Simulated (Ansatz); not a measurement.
# Cd: the cost of one run

Computed with Ansatz 0.2.0 (DFT PBEsol, scalar-relativistic, plane waves, PAW, unless a step's input says otherwise).

1 further run of the same task is left out (set aside as unsound or not needed).

### Step 1. The structure to begin with

Symmetry: P6_3/mmc, No. 194, hexagonal system. Conventional cell: a = 2.944 Å, b = 2.944 Å, c = 5.610 Å, α = 90.00°, β = 90.00°, γ = 120.00°. Cd (site symmetry -6m2) has 12 Cd at 2.94 to 3.28 Å as nearest neighbours.

As a file:

```cif
data_structure
_symmetry_space_group_name_H-M 'P 1'
_symmetry_Int_Tables_number 1
_cell_length_a 2.9442
_cell_length_b 2.9442
_cell_length_c 5.6103
_cell_angle_alpha 90.000
_cell_angle_beta 90.000
_cell_angle_gamma 120.000
_cell_volume 42.12
loop_
_atom_site_label
_atom_site_type_symbol
_atom_site_fract_x
_atom_site_fract_y
_atom_site_fract_z
_atom_site_occupancy
Cd1 Cd 0.33333 0.66667 0.25000 1
Cd2 Cd 0.66667 0.33333 0.75000 1
```

This cell was relaxed beforehand with the same method: volume 21.06 Å³/atom, gap on the mesh none (metal).

### Step 2. -2 GPa

Contents of input.yaml:

```yaml
crystal:
  lattice:
    - [2.9631386799, 0.0, 0.0]
    - [-1.4815693399, 2.5661533717, 0.0]
    - [0.0, 0.0, 5.6463765529]
  atoms:
    - { symbol: Cd, position: [0.3333333333, 0.6666666667, 0.25] }
    - { symbol: Cd, position: [0.6666666667, 0.3333333333, 0.75] }
basis:
  ecutwfc: 420
kpoints:
  mp_grid: { grid: [18, 18, 8] }
hamiltonian:
  xc: pbesol
scf:
  occupations: { method: gaussian, width: 0.1 }
output:
  forces: true
  stress: true
  eigenvalues: true
relax:
  adjacent_minimum: "off"
  f_tol: 0.008
  max_steps: 50
  cell: { stress_tol: 0.08, p_target: -2.0 }
```

Launch:

```bash
ansatz run input.yaml --threads 1 --pin off --max-ram 2560MiB --backend cpu --events-out ev --progress --plain --runs-dir out
```

**Question.** How long does this run take on 1 thread of Arm Neoverse V1, shared host, and how much memory does it need?

About 40 s, with a peak of 0.42 GiB.
